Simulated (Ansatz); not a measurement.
CsLiCr2Te2S3:

```
Cs Li Cr Te S
1.0
     3.31929    1.91639    6.87982
    -3.31929    1.91639    6.87982
     0.00000   -3.83279    6.87982
Cs Li Cr Te S
1 1 2 2 3
Direct
  0.00000 0.00000 0.00000
  0.50000 0.50000 0.50000
  0.79848 0.79848 0.79848
  0.20152 0.20152 0.20152
  0.67990 0.67990 0.67990
  0.32010 0.32010 0.32010
  0.13626 0.86374 0.50000
  0.50000 0.13626 0.86374
  0.86374 0.50000 0.13626
```

The cell was built by a generator and needn't be a form met in nature.

Base run:

```yaml
Program: Ansatz 0.2.0
Functional: PBE
Potentials_or_basis: Ansatz PAW
Cutoff: 420 eV
Density_cutoff: 1680 eV
k_mesh: 5 × 5 × 5
Occupations: fermi-dirac, width 0.05 eV
Spin: collinear spin, ferromagnetic start
Starting_moments: "[0.0, 0.0, 3.0, 3.0, 0.0, 0.0, 0.0, 0.0, 0.0] μB"
```

Its results: band gap on the k mesh none (metal or under the smearing width); pressure 0.0 GPa; net moment 4.00 μB per cell; site moments Cs -0.01; Li +0.01; Cr +2.07; Te -0.15; S -0.06 μB; largest force 0.006 eV/Å.

Q: The run is repeated on the same cell with these changes: functional from PBE to LDA. What comes out?

A: Band gap on the k mesh none (metal or under the smearing width); pressure -3.9 GPa; net moment 4.00 μB per cell; site moments Cs -0.01; Li +0.01; Cr +1.95; Te -0.11; S -0.04 μB; largest force 0.482 eV/Å.

LDA binds more tightly than PBE, so the same cell stands under less pressure.

Caveats: only a ferromagnetic start was run, and an antiferromagnetic order may lie lower in energy; the PAW data sets come from PBE, with cores solved anew for the run's functional, which leaves a small shift of forces and pressure (some runs).

Not every run made on this cell is shown here.
